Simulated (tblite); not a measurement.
# C6H15NSi2: the cost of one run

Computed with tblite 0.8.0 and PySCF 2.14.0, with density-fitted response routines of our own, on a single molecule in the gas phase. Atoms are numbered from 0 throughout.

## Step 1: Starting geometry

24 atoms, charge 0, multiplicity 1; geometry from: force field or distance geometry start.

Bonds of the start (Å): N0–C1 1.44, C1–C2 1.53, C2–Si3 1.84, Si3–C4 1.81, C4–C5 1.31, C5–C6 1.49, C6–C7 1.51, C7–Si8 1.84, C5–C2 1.44, N0–H9 1.05, N0–H10 1.04, C1–H11 1.11, C1–H12 1.11, C2–H13 1.11, Si3–H14 1.47, Si3–H15 1.45, C4–H16 1.13, C6–H17 1.12, C6–H18 1.13, C7–H19 1.12, C7–H20 1.12, Si8–H21 1.47, Si8–H22 1.49, Si8–H23 1.48.

## Step 2: Geometry optimisation with GFN2-xTB

What the job is given:

```
{"job": {"kind": "relax", "xc": "GFN2-xTB", "basis": "xTB"}, "charge": 0, "multiplicity": 1}
N     -3.601300    -0.118700     0.374300
C     -2.355800    -0.767300     0.056200
C     -1.247500     0.158400     0.572500
Si    -1.401400     1.769300    -0.297700
C      0.196800     0.967100    -0.555600
C      0.091400    -0.144400     0.123200
C      1.007200    -1.294200     0.368700
C      2.343800    -1.129700    -0.311900
Si     3.305300     0.349900     0.210300
H     -3.901400     0.552900    -0.371900
H     -3.464200     0.455200     1.236000
H     -2.307500    -0.864900    -1.045900
H     -2.339600    -1.761400     0.545400
H     -1.303500     0.232100     1.682500
H     -1.432800     2.937500     0.592200
H     -2.276500     1.829600    -1.448400
H      1.077200     1.327300    -1.168300
H      0.499300    -2.260300     0.132700
H      1.202900    -1.282800     1.484400
H      2.110300    -1.095700    -1.411100
H      2.907700    -2.067100    -0.070300
H      2.526700     1.341300     0.961400
H      4.457600    -0.067100     1.059200
H      3.893600     0.952800    -1.009300
```

Started as:

```sh
> OMP_NUM_THREADS=1 python probes_run.py task.json out
```

This one command runs all jobs of the session in turn.

Q: Estimate the wall time and peak memory of this first job on 1 thread of Arm Neoverse N1, shared host.

About 1.6 s, with a peak of 0.18 GiB.
